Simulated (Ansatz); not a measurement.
# SiO2: the cost of one run

Computed with Ansatz 0.2.0 (DFT LDA, scalar-relativistic, plane waves, PAW, unless a step's input says otherwise).

### 1 The starting structure

It takes space group P2_13 (No. 198, cubic). Conventional cell: a = 7.050 Å, b = 7.050 Å, c = 7.050 Å, α = 90.00°, β = 90.00°, γ = 90.00°. Around Si (site symmetry 3) lie 4 O at 1.60 to 1.61 Å. O (site symmetry 3) has 2 Si at 1.60 Å in its first shell of neighbours. Around O (site symmetry 1) lie 2 Si at 1.61 Å.

Structure file:

```cif
data_structure
_symmetry_space_group_name_H-M 'P 1'
_symmetry_Int_Tables_number 1
_cell_length_a 7.0503
_cell_length_b 7.0503
_cell_length_c 7.0503
_cell_angle_alpha 90.000
_cell_angle_beta 90.000
_cell_angle_gamma 90.000
_cell_volume 350.45
loop_
_atom_site_label
_atom_site_type_symbol
_atom_site_fract_x
_atom_site_fract_y
_atom_site_fract_z
_atom_site_occupancy
Si1 Si 0.28376 0.28376 0.28376 1
Si2 Si 0.21624 0.71624 0.78376 1
Si3 Si 0.78376 0.21624 0.71624 1
Si4 Si 0.71624 0.78376 0.21624 1
Si5 Si 0.02207 0.02207 0.02207 1
Si6 Si 0.47793 0.97793 0.52207 1
Si7 Si 0.52207 0.47793 0.97793 1
Si8 Si 0.97793 0.52207 0.47793 1
O1 O 0.15276 0.15276 0.15276 1
O2 O 0.34724 0.84724 0.65276 1
O3 O 0.65276 0.34724 0.84724 1
O4 O 0.84724 0.65276 0.34724 1
O5 O 0.63912 0.66442 0.03791 1
O6 O 0.86088 0.33558 0.53791 1
O7 O 0.13912 0.83558 0.96209 1
O8 O 0.36088 0.16442 0.46209 1
O9 O 0.03791 0.63912 0.66442 1
O10 O 0.53791 0.86088 0.33558 1
O11 O 0.96209 0.13912 0.83558 1
O12 O 0.46209 0.36088 0.16442 1
O13 O 0.66442 0.03791 0.63912 1
O14 O 0.33558 0.53791 0.86088 1
O15 O 0.83558 0.96209 0.13912 1
O16 O 0.16442 0.46209 0.36088 1
```

This cell was relaxed beforehand with the same method: volume 14.60 Å³/atom, gap on the mesh 5.64 eV.

### 2 Band edges anywhere in the zone

input.yaml

```yaml
crystal:
  lattice:
    - [7.05028803, 0.0, 0.0]
    - [0.0, 7.05028803, 0.0]
    - [0.0, 0.0, 7.05028803]
  atoms:
    - { symbol: Si, position: [0.2837569155, 0.2837569155, 0.2837569155] }
    - { symbol: Si, position: [0.2162430845, 0.7162430845, 0.7837569155] }
    - { symbol: Si, position: [0.7837569155, 0.2162430845, 0.7162430845] }
    - { symbol: Si, position: [0.7162430845, 0.7837569155, 0.2162430845] }
    - { symbol: Si, position: [1.0220656142, 1.0220656142, 1.0220656142] }
    - { symbol: Si, position: [0.4779343858, -0.0220656142, 0.5220656142] }
    - { symbol: Si, position: [0.5220656142, 0.4779343858, -0.0220656142] }
    - { symbol: Si, position: [-0.0220656142, 0.5220656142, 0.4779343858] }
    - { symbol: O, position: [0.1527558841, 0.1527558841, 0.1527558841] }
    - { symbol: O, position: [0.3472441159, 0.8472441159, 0.6527558841] }
    - { symbol: O, position: [0.6527558841, 0.3472441159, 0.8472441159] }
    - { symbol: O, position: [0.8472441159, 0.6527558841, 0.3472441159] }
    - { symbol: O, position: [0.6391200602, 0.6644170582, 0.0379145809] }
    - { symbol: O, position: [0.8608799398, 0.3355829418, 0.5379145809] }
    - { symbol: O, position: [0.1391200602, 0.8355829418, 0.9620854191] }
    - { symbol: O, position: [0.3608799398, 0.1644170582, 0.4620854191] }
    - { symbol: O, position: [0.0379145809, 0.6391200602, 0.6644170582] }
    - { symbol: O, position: [0.5379145809, 0.8608799398, 0.3355829418] }
    - { symbol: O, position: [0.9620854191, 0.1391200602, 0.8355829418] }
    - { symbol: O, position: [0.4620854191, 0.3608799398, 0.1644170582] }
    - { symbol: O, position: [0.6644170582, 0.0379145809, 0.6391200602] }
    - { symbol: O, position: [0.3355829418, 0.5379145809, 0.8608799398] }
    - { symbol: O, position: [0.8355829418, 0.9620854191, 0.1391200602] }
    - { symbol: O, position: [0.1644170582, 0.4620854191, 0.3608799398] }
basis:
  ecutwfc: 420
kpoints:
  mp_grid: { grid: [4, 4, 4] }
  band_path: { path: [VBM, CBM], npoints: 2 }
hamiltonian:
  xc: lda
scf:
  occupations: { method: gaussian, width: 0.02 }
output:
  forces: false
  stress: false
  eigenvalues: true
checkpoint:
  read: start.run
  write: ck
  compress: false
  write_wavefunctions: false
  write_every: 100000
```

The run is started by

```console
$ ansatz run input.yaml --threads 4 --pin off --max-ram 10240MiB --backend cpu --events-out ev --progress --plain --runs-dir out
```

**Question.** How long does this run take on 4 threads of Oxide Virtual Turin-like (Zen 5), shared host, and how much memory does it need?

About 42 s, with a peak of 1.2 GiB.
